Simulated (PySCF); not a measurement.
# C₆H₄BrF: NMR shieldings, part 1 of 2

Wanted: NMR shieldings for C₆H₄BrF (`Fc1ccc(Br)cc1`).

Computed with PySCF 2.14.0 and routines of our own; the level stands in each step. Atoms count from 0.

## 1. The starting structure

12 atoms, charge 0, multiplicity 1; geometry from: GFN2-xTB.

## 2. Relaxing the molecule at PBE0-D3(BJ)/def2-SVP

What the job is given:

```
{"job": {"xc": "PBE0", "basis": "def2-SVP", "d3": "d3bj", "grid": 1, "maxiter": 30, "shake": 0.01, "kind": "geom"}, "charge": 0, "multiplicity": 1}
F     -2.728610    -0.181900    -0.042470
C     -1.411320    -0.084610    -0.027090
C     -0.687500    -1.253080    -0.017810
C      0.746300    -1.167810     0.009480
C      1.317630     0.068500     0.008300
Br     3.215650     0.186890     0.045360
C      0.585500     1.241550     0.003740
C     -0.789280     1.172300    -0.023130
H     -1.172660    -2.198700     0.004890
H      1.309580    -2.069360     0.035830
H      1.060940     2.199760     0.017330
H     -1.406550     2.058190    -0.023450
```

On the command line:

```console
> OMP_NUM_THREADS=1 python heavy_run.py task.json out
```

This one command runs all jobs of the session in turn.

Log:

```text
step   0  E = -2903.82874373  max force = 0.056718
step   1  E = -2903.83324122  max force = 0.005554
step   2  E = -2903.83345135  max force = 0.003159
step   3  E = -2903.83352752  max force = 0.001608
step   4  E = -2903.83356803  max force = 0.001169
step   5  E = -2903.83356127  max force = 0.001115
step   6  E = -2903.83358036  max force = 0.000383
optimisation converged
```

Run time: 63 s. Hardware: 1 thread of Arm Neoverse V2, shared host; peak memory 0.58 GiB.

Along the way:

| step | energy from step 0 (eV) | largest force component (eV/Å) |
| --- | --- | --- |
| 0 | 0.0000 | 2.9166 |
| 1 | -0.1224 | 0.2856 |
| 2 | -0.1281 | 0.1624 |
| 3 | -0.1302 | 0.0827 |
| 4 | -0.1313 | 0.0601 |
| 5 | -0.1311 | 0.0573 |
| 6 | -0.1316 | 0.0197 |

Distances of close pairs at the start and the end, largest changes first:

| bond | before (Å) | after (Å) | change (Å) |
| --- | --- | --- | --- |
| C2–C3 | 1.437 | 1.392 | -0.044 |
| C3–C4 | 1.362 | 1.395 | +0.033 |
| C2–H8 | 1.063 | 1.091 | +0.028 |
| C3–H9 | 1.063 | 1.091 | +0.028 |
| C6–H10 | 1.070 | 1.091 | +0.021 |
| C6–C7 | 1.377 | 1.393 | +0.016 |
| C4–Br5 | 1.902 | 1.886 | -0.016 |
| C1–C2 | 1.375 | 1.390 | +0.015 |

The next job starts from the end point, and lists it.

| at the end point | value |
| --- | --- |
| point group (found at 0.08 Å tolerance) | C2v |
| rotational constants (GHz, main isotopes) | 5.664, 0.621, 0.560 |
| dipole moment (D) | 0.24 |

## 3. NMR shieldings: PBE/pcJ-1 Br:dyall-v2z (PBE), spin–orbit

What the job is given:

```
{"job": {"kind": "hnmr", "xc": "PBE", "basis": {"default": "pcJ-1", "Br": "dyall-v2z"}, "rel": "so"}, "charge": 0, "multiplicity": 1}
F     -2.367389    -0.229587    -0.071638
C     -1.043795    -0.138145    -0.170358
C     -0.283656    -1.301487    -0.191269
C      1.101711    -1.207678    -0.294530
C      1.703521     0.048346    -0.369841
Br     3.580937     0.174291    -0.502489
C      0.933415     1.211062    -0.348988
C     -0.452574     1.117169    -0.249984
H     -0.783316    -2.269746    -0.128145
H      1.714269    -2.110479    -0.312449
H      1.415573     2.188048    -0.409742
H     -1.080833     2.009449    -0.232385
```

Level: PBE/pcJ-1 Br:dyall-v2z GIAO NMR shielding, X2C with spin-orbit coupling, screened-nuclear two-electron part, Gaussian nuclei, gas phase.

Log:

```text
spin-free SCF
coarse grid: 53600 points
cycle   1  E = -2936.5856236921  dE =  9.971e-01  |g| = 6.185e-01  |ddm| = 3.656e+00
cycle   2  E = -2936.5084972496  dE =  7.713e-02  |g| = 8.529e-01  |ddm| = 1.140e+00
cycle   3  E = -2936.6443444621  dE = -1.358e-01  |g| = 1.481e-01  |ddm| = 7.515e-01
cycle   4  E = -2936.6457818585  dE = -1.437e-03  |g| = 1.158e-01  |ddm| = 2.170e-01
cycle   5  E = -2936.6490826119  dE = -3.301e-03  |g| = 3.605e-02  |ddm| = 1.289e-01
cycle   6  E = -2936.6494356271  dE = -3.530e-04  |g| = 1.031e-02  |ddm| = 4.791e-02
cycle   7  E = -2936.6494553355  dE = -1.971e-05  |g| = 3.266e-03  |ddm| = 1.251e-02
cycle   8  E = -2936.6494576982  dE = -2.363e-06  |g| = 6.770e-04  |ddm| = 3.830e-03
final grid: 113416 points
cycle   9  E = -2936.6496578811  dE = -3.247e-09  |g| = 1.462e-03  |ddm| = 2.588e-03
cycle  10  E = -2936.6496571564  dE =  7.247e-07  |g| = 2.218e-03  |ddm| = 2.642e-03
cycle  11  E = -2936.6496580105  dE = -8.542e-07  |g| = 5.331e-04  |ddm| = 2.264e-03
cycle  12  E = -2936.6496580424  dE = -3.187e-08  |g| = 3.468e-04  |ddm| = 7.425e-04
cycle  13  E = -2936.6496580703  dE = -2.784e-08  |g| = 1.029e-04  |ddm| = 3.897e-04
cycle  14  E = -2936.6496580726  dE = -2.319e-09  |g| = 4.714e-06  |ddm| = 7.819e-05
converged SCF energy = -2936.6496580726
two-component SCF
cycle   1  E = -2936.5827427439  dE = -2.937e+03  |FDS-SDF| = 2.196e+01
cycle   2  E = -2936.7279207306  dE = -1.452e-01  |FDS-SDF| = 7.935e-03
cycle   3  E = -2936.7279204422  dE =  2.884e-07  |FDS-SDF| = 2.923e-03
cycle   4  E = -2936.7279195272  dE =  9.150e-07  |FDS-SDF| = 2.729e-03
cycle   5  E = -2936.7279207046  dE = -1.177e-06  |FDS-SDF| = 1.242e-03
cycle   6  E = -2936.7279210777  dE = -3.730e-07  |FDS-SDF| = 1.142e-04
cycle   7  E = -2936.7279210802  dE = -2.556e-09  |FDS-SDF| = 5.139e-05
converged, E = -2936.7279210802

Field gradients (au) and densities at the nuclei (bohr^-3)
atom        Vxx        Vyy        Vzz        centre      nuclear mean
  0 F     -1.1751    -1.6536     2.8287        450.223        450.204
  1 C      0.0324     0.3779    -0.4102        126.171        126.169
  2 C     -0.0822    -0.1183     0.2005        126.158        126.156
  3 C     -0.1006    -0.1322     0.2328        126.171        126.169
  4 C      0.0312     0.2718    -0.3031        126.194        126.192
  5 Br    -3.8045    -4.2971     8.1016      40852.134      40792.201
  6 C     -0.1006    -0.1318     0.2324        126.171        126.169
  7 C     -0.0822    -0.1178     0.2000        126.158        126.155
  8 H     -0.1368    -0.1608     0.2976          0.475          0.475
  9 H     -0.1359    -0.1597     0.2957          0.478          0.478
 10 H     -0.1359    -0.1597     0.2956          0.478          0.478
 11 H     -0.1368    -0.1608     0.2976          0.475          0.475
without picture change
  5 Br                           8.3733                     66306.821

Core orbital energies (eV)
atom   shell        mean    spread
  5 Br 1s       -13301.034   0.000
  5 Br 2s        -1730.276   0.000
  5 Br 3s         -236.949   0.000
  5 Br 4s          -20.428   0.000
  5 Br 2p1/2     -1557.731   0.000
  5 Br 2p3/2     -1510.717   0.083
  5 Br 3p1/2      -177.051   0.000
  5 Br 3p3/2      -170.242   0.261
  5 Br 3d3/2       -66.441   0.266
  5 Br 3d5/2       -65.380   0.360

vertical triplet (scalar unrestricted SCF): 4.042 eV

Shielding tensors (ppm)
atom      isotropic    diamagn.    paramagn.     s11        s22        s33       span
  0 F       272.36      473.23     -200.88     195.50     257.70     363.87     168.37
  1 C        11.24      248.63     -237.39     -68.87      21.35      81.24     150.11
  2 C        59.47      255.16     -195.69     -24.53      46.78     156.14     180.67
  3 C        42.15      249.30     -207.15     -54.67      38.68     142.44     197.11
  4 C        56.24      251.58     -195.35     -44.80      74.66     138.85     183.66
  5 Br     2249.44     2987.90     -738.46    1811.28    1819.88    3117.15    1305.87
  6 C        42.20      249.31     -207.11     -54.59      38.63     142.56     197.15
  7 C        59.54      255.10     -195.56     -24.35      46.72     156.25     180.60
  8 H        24.44       29.69       -5.25      21.21      25.16      26.94       5.73
  9 H        23.79       29.16       -5.36      19.05      23.30      29.04       9.99
 10 H        23.80       29.22       -5.42      19.05      23.31      29.03       9.97
 11 H        24.44       29.82       -5.38      21.21      25.17      26.93       5.72
```

Wall time 1.7 min (1 thread of Arm Neoverse V2, shared host); peak memory 1.5 GiB.

In short:

| quantity | value |
| --- | --- |
| energy from spin-orbit coupling | -0.0783 Eh |

## 4. NMR shieldings: KT2/pcJ-1 Br:dyall-v2z (KT2), spin–orbit

The job, as its differences from that of step 3:

```diff
@@ -1,2 +1,2 @@
-{"job": {"kind": "hnmr", "xc": "PBE", "basis": {"default": "pcJ-1", "Br": "dyall-v2z"}, "rel": "so"}, "charge": 0, "multiplicity": 1}
+{"job": {"kind": "hnmr", "xc": "KT2", "basis": {"default": "pcJ-1", "Br": "dyall-v2z"}, "rel": "so"}, "charge": 0, "multiplicity": 1}
 F     -2.367389    -0.229587    -0.071638
```

With the program's defaults for keys left out, this is: KT2/pcJ-1 Br:dyall-v2z GIAO NMR shielding, X2C with spin-orbit coupling, screened-nuclear two-electron part, Gaussian nuclei, gas phase.

Log:

```text
spin-free SCF
coarse grid: 53600 points
cycle   1  E = -2952.9955272539  dE =  1.035e+00  |g| = 1.263e+00  |ddm| = 3.688e+00
cycle   2  E = -2952.9047216574  dE =  9.081e-02  |g| = 1.103e+00  |ddm| = 1.398e+00
cycle   3  E = -2953.0401542514  dE = -1.354e-01  |g| = 4.733e-01  |ddm| = 1.183e+00
cycle   4  E = -2953.0691395735  dE = -2.899e-02  |g| = 2.004e-01  |ddm| = 4.283e-01
cycle   5  E = -2953.0750898759  dE = -5.950e-03  |g| = 4.709e-02  |ddm| = 1.640e-01
cycle   6  E = -2953.0756694853  dE = -5.796e-04  |g| = 1.533e-02  |ddm| = 6.086e-02
cycle   7  E = -2953.0757204032  dE = -5.092e-05  |g| = 7.322e-03  |ddm| = 2.294e-02
cycle   8  E = -2953.0757325898  dE = -1.219e-05  |g| = 8.123e-04  |ddm| = 7.551e-03
cycle   9  E = -2953.0757327006  dE = -1.108e-07  |g| = 3.015e-04  |ddm| = 1.001e-03
final grid: 113416 points
cycle  10  E = -2953.0756104053  dE = -3.196e-06  |g| = 4.048e-02  |ddm| = 1.834e-03
cycle  11  E = -2953.0756101923  dE =  2.130e-07  |g| = 1.530e-03  |ddm| = 1.844e-03
cycle  12  E = -2953.0756089710  dE =  1.221e-06  |g| = 2.486e-03  |ddm| = 3.787e-03
cycle  13  E = -2953.0756104423  dE = -1.471e-06  |g| = 3.890e-04  |ddm| = 2.728e-03
cycle  14  E = -2953.0756104800  dE = -3.774e-08  |g| = 2.997e-05  |ddm| = 3.899e-04
cycle  15  E = -2953.0756104802  dE = -2.356e-10  |g| = 1.182e-05  |ddm| = 4.754e-05
converged SCF energy = -2953.0756104802
two-component SCF
cycle   1  E = -2953.0083994788  dE = -2.953e+03  |FDS-SDF| = 2.202e+01
cycle   2  E = -2953.1538904610  dE = -1.455e-01  |FDS-SDF| = 8.102e-03
cycle   3  E = -2953.1538902833  dE =  1.778e-07  |FDS-SDF| = 2.699e-03
cycle   4  E = -2953.1538896170  dE =  6.662e-07  |FDS-SDF| = 2.417e-03
cycle   5  E = -2953.1538904553  dE = -8.383e-07  |FDS-SDF| = 1.132e-03
cycle   6  E = -2953.1538907815  dE = -3.262e-07  |FDS-SDF| = 1.019e-04
cycle   7  E = -2953.1538907833  dE = -1.825e-09  |FDS-SDF| = 5.244e-05
converged, E = -2953.1538907833

Field gradients (au) and densities at the nuclei (bohr^-3)
atom        Vxx        Vyy        Vzz        centre      nuclear mean
  0 F     -1.2895    -1.7218     3.0113        461.635        461.615
  1 C      0.0416     0.3721    -0.4138        131.262        131.260
  2 C     -0.0854    -0.1185     0.2039        131.240        131.237
  3 C     -0.1012    -0.1345     0.2357        131.256        131.253
  4 C      0.0341     0.2741    -0.3083        131.290        131.288
  5 Br    -3.7736    -4.1210     7.8946      41423.146      41358.119
  6 C     -0.1013    -0.1342     0.2354        131.255        131.253
  7 C     -0.0854    -0.1180     0.2034        131.239        131.237
  8 H     -0.1354    -0.1599     0.2953          0.493          0.493
  9 H     -0.1345    -0.1588     0.2933          0.496          0.496
 10 H     -0.1344    -0.1588     0.2933          0.496          0.496
 11 H     -0.1354    -0.1599     0.2953          0.493          0.493
without picture change
  5 Br                           8.1607                     67351.311

Core orbital energies (eV)
atom   shell        mean    spread
  5 Br 1s       -13348.501   0.000
  5 Br 2s        -1739.956   0.000
  5 Br 3s         -240.346   0.000
  5 Br 4s          -20.331   0.000
  5 Br 2p1/2     -1565.113   0.000
  5 Br 2p3/2     -1517.914   0.075
  5 Br 3p1/2      -179.561   0.000
  5 Br 3p3/2      -172.731   0.254
  5 Br 3d3/2       -68.022   0.257
  5 Br 3d5/2       -66.951   0.346

Shielding tensors (ppm)
atom      isotropic    diamagn.    paramagn.     s11        s22        s33       span
  0 F       284.20      476.50     -192.30     211.77     278.35     362.47     150.70
  1 C        25.89      252.73     -226.83     -48.00      35.00      90.68     138.68
  2 C        73.74      260.00     -186.26      -4.72      64.31     161.62     166.35
  3 C        56.54      254.11     -197.57     -34.34      56.94     147.02     181.36
  4 C        71.37      256.01     -184.65     -24.70      93.28     145.52     170.22
  5 Br     2311.16     2994.51     -683.35    1883.78    1898.87    3150.83    1267.05
  6 C        56.59      254.10     -197.51     -34.27      56.89     147.15     181.41
  7 C        73.81      259.93     -186.12      -4.55      64.25     161.73     166.28
  8 H        24.60       29.62       -5.02      21.23      25.90      26.67       5.44
  9 H        23.96       29.06       -5.11      19.02      24.05      28.80       9.78
 10 H        23.96       29.13       -5.17      19.02      24.06      28.79       9.77
 11 H        24.60       29.76       -5.16      21.23      25.90      26.66       5.43
```

Wall time 71 s (1 thread of Arm Neoverse V2, shared host); peak memory 1.5 GiB.

From this job:

| quantity | value |
| --- | --- |
| energy from spin-orbit coupling | -0.0783 Eh |

## 5. NMR shieldings: B3LYP/pcJ-1 Br:dyall-v2z (B3LYP), spin–orbit

The job, as its differences from that of step 4:

```diff
@@ -1,2 +1,2 @@
-{"job": {"kind": "hnmr", "xc": "KT2", "basis": {"default": "pcJ-1", "Br": "dyall-v2z"}, "rel": "so"}, "charge": 0, "multiplicity": 1}
+{"job": {"kind": "hnmr", "xc": "B3LYP", "basis": {"default": "pcJ-1", "Br": "dyall-v2z"}, "rel": "so"}, "charge": 0, "multiplicity": 1}
 F     -2.367389    -0.229587    -0.071638
```

With the program's defaults for keys left out, this is: B3LYP/pcJ-1 Br:dyall-v2z GIAO NMR shielding, X2C with spin-orbit coupling, screened-nuclear two-electron part, Gaussian nuclei, gas phase.

Log:

```text
spin-free SCF
coarse grid: 53600 points
cycle   1  E = -2937.3671645891  dE =  1.193e+00  |g| = 5.352e-01  |ddm| = 3.602e+00
cycle   2  E = -2937.3389153398  dE =  2.825e-02  |g| = 6.892e-01  |ddm| = 9.072e-01
cycle   3  E = -2937.4149434546  dE = -7.603e-02  |g| = 8.378e-02  |ddm| = 5.213e-01
cycle   4  E = -2937.4159340456  dE = -9.906e-04  |g| = 3.926e-02  |ddm| = 8.945e-02
cycle   5  E = -2937.4162673592  dE = -3.333e-04  |g| = 9.595e-03  |ddm| = 3.960e-02
cycle   6  E = -2937.4162891180  dE = -2.176e-05  |g| = 3.494e-03  |ddm| = 1.347e-02
cycle   7  E = -2937.4162909522  dE = -1.834e-06  |g| = 9.311e-04  |ddm| = 3.219e-03
final grid: 113416 points
cycle   8  E = -2937.4163604827  dE =  6.306e-07  |g| = 1.863e-03  |ddm| = 3.263e-03
cycle   9  E = -2937.4163574466  dE =  3.036e-06  |g| = 3.889e-03  |ddm| = 5.457e-03
cycle  10  E = -2937.4163613762  dE = -3.930e-06  |g| = 1.544e-04  |ddm| = 3.687e-03
cycle  11  E = -2937.4163613827  dE = -6.478e-09  |g| = 2.882e-05  |ddm| = 1.927e-04
converged SCF energy = -2937.4163613827
two-component SCF
cycle   1  E = -2937.3494775569  dE = -2.937e+03  |FDS-SDF| = 2.195e+01
cycle   2  E = -2937.4944847980  dE = -1.450e-01  |FDS-SDF| = 7.788e-02
cycle   3  E = -2937.4945819691  dE = -9.717e-05  |FDS-SDF| = 3.273e-03
cycle   4  E = -2937.4945880342  dE = -6.065e-06  |FDS-SDF| = 1.973e-03
cycle   5  E = -2937.4945886771  dE = -6.430e-07  |FDS-SDF| = 6.861e-04
cycle   6  E = -2937.4945889603  dE = -2.832e-07  |FDS-SDF| = 1.102e-04
cycle   7  E = -2937.4945889662  dE = -5.901e-09  |FDS-SDF| = 5.851e-05
converged, E = -2937.4945889662

Field gradients (au) and densities at the nuclei (bohr^-3)
atom        Vxx        Vyy        Vzz        centre      nuclear mean
  0 F     -1.2446    -1.6531     2.8977        449.621        449.602
  1 C      0.0578     0.3878    -0.4456        126.012        126.010
  2 C     -0.0923    -0.1379     0.2302        125.999        125.997
  3 C     -0.1171    -0.1509     0.2680        126.015        126.013
  4 C      0.0538     0.2725    -0.3263        126.038        126.036
  5 Br    -3.9699    -4.3688     8.3387      40821.717      40761.771
  6 C     -0.1172    -0.1505     0.2677        126.015        126.013
  7 C     -0.0924    -0.1374     0.2297        125.999        125.997
  8 H     -0.1348    -0.1598     0.2946          0.482          0.482
  9 H     -0.1338    -0.1586     0.2924          0.484          0.484
 10 H     -0.1338    -0.1586     0.2924          0.484          0.484
 11 H     -0.1348    -0.1598     0.2946          0.482          0.482
without picture change
  5 Br                           8.6195                     66250.865

Core orbital energies (eV)
atom   shell        mean    spread
  5 Br 1s       -13352.984   0.000
  5 Br 2s        -1749.546   0.000
  5 Br 3s         -244.875   0.000
  5 Br 4s          -22.095   0.000
  5 Br 2p1/2     -1574.328   0.000
  5 Br 2p3/2     -1527.024   0.073
  5 Br 3p1/2      -183.688   0.000
  5 Br 3p3/2      -176.762   0.242
  5 Br 3d3/2       -70.570   0.266
  5 Br 3d5/2       -69.483   0.359

Shielding tensors (ppm)
atom      isotropic    diamagn.    paramagn.     s11        s22        s33       span
  0 F       294.24      474.08     -179.83     220.73     289.09     372.91     152.18
  1 C         9.11      248.73     -239.62     -79.62      22.14      84.80     164.42
  2 C        57.24      255.39     -198.15     -30.73      44.55     157.91     188.64
  3 C        39.29      250.16     -210.87     -62.61      36.35     144.14     206.75
  4 C        54.27      251.28     -197.02     -54.32      72.52     144.60     198.93
  5 Br     2296.87     2988.06     -691.18    1844.55    1874.68    3171.39    1326.83
  6 C        39.34      250.13     -210.79     -62.54      36.30     144.25     206.79
  7 C        57.32      255.32     -198.00     -30.55      44.49     158.02     188.57
  8 H        24.55       29.73       -5.18      21.12      25.33      27.19       6.07
  9 H        23.92       29.20       -5.28      19.04      23.44      29.27      10.23
 10 H        23.92       29.27       -5.35      19.05      23.45      29.27      10.22
 11 H        24.54       29.86       -5.32      21.12      25.34      27.18       6.06
```

Wall time 3.7 min (1 thread of Arm Neoverse V2, shared host); peak memory 1.9 GiB.

In short:

| quantity | value |
| --- | --- |
| energy from spin-orbit coupling | -0.0782 Eh |

(Continued in part 2 of 2.)
